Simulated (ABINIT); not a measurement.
ZnMo3:

```
CELL_PARAMETERS angstrom
3.94315 0.00000 0.00000
0.00000 3.94315 0.00000
0.00000 0.00000 3.94315
ATOMIC_POSITIONS crystal
Mo 0.50000 0.50000 0.00000
Mo 0.50000 0.00000 0.50000
Mo 0.00000 0.50000 0.50000
Zn 0.00000 0.00000 0.00000
```

The cell comes from a database or a generator and needn't be the stable form of this composition.

* Program: ABINIT 10.8.3 (patched build)
* Task: single point
* Functional: PBE
* Potentials or basis: JTH PAW PBE v2.0
* Cutoff: 599 eV
* k mesh: 7 × 7 × 7
* Occupations: fermi-dirac, width 0.05 eV
* Spin: no spin polarisation

On this cell: pressure -1.2 GPa; largest force zero by symmetry; band gap on the k mesh none (metal or under the smearing width).

The same run follows on a disturbed copy (atoms moved at random, drawn with an rms of 0.05 Å):

```xyz
4
Lattice="3.9432 0.0000 0.0000 0.0000 3.9432 0.0000 0.0000 0.0000 3.9432" Properties=species:S:1:pos:R:3 pbc="T T T"
Mo    1.9258    1.9737   -0.0004
Mo    1.9899   -0.0237    1.9779
Mo   -0.0050    1.9939    1.9107
Zn   -0.0083    0.0095   -0.0269
```

Task: What changes?

Result: The energy (extrapolated to zero smearing) moves by +8.9 meV/atom; pressure -0.9 GPa; largest force 0.577 eV/Å; band gap on the k mesh none (metal or under the smearing width).

Forces on the atoms (eV/Å):
```
Mo   0.473  0.020 -0.154
Mo  -0.374  0.197 -0.364
Mo  -0.052 -0.247  0.519
Zn  -0.047  0.029 -0.001
```

Stress tensor (GPa, compression positive):
```
-0.76  0.01  0.08
 0.01 -1.02 -0.06
 0.08 -0.06 -0.92
```
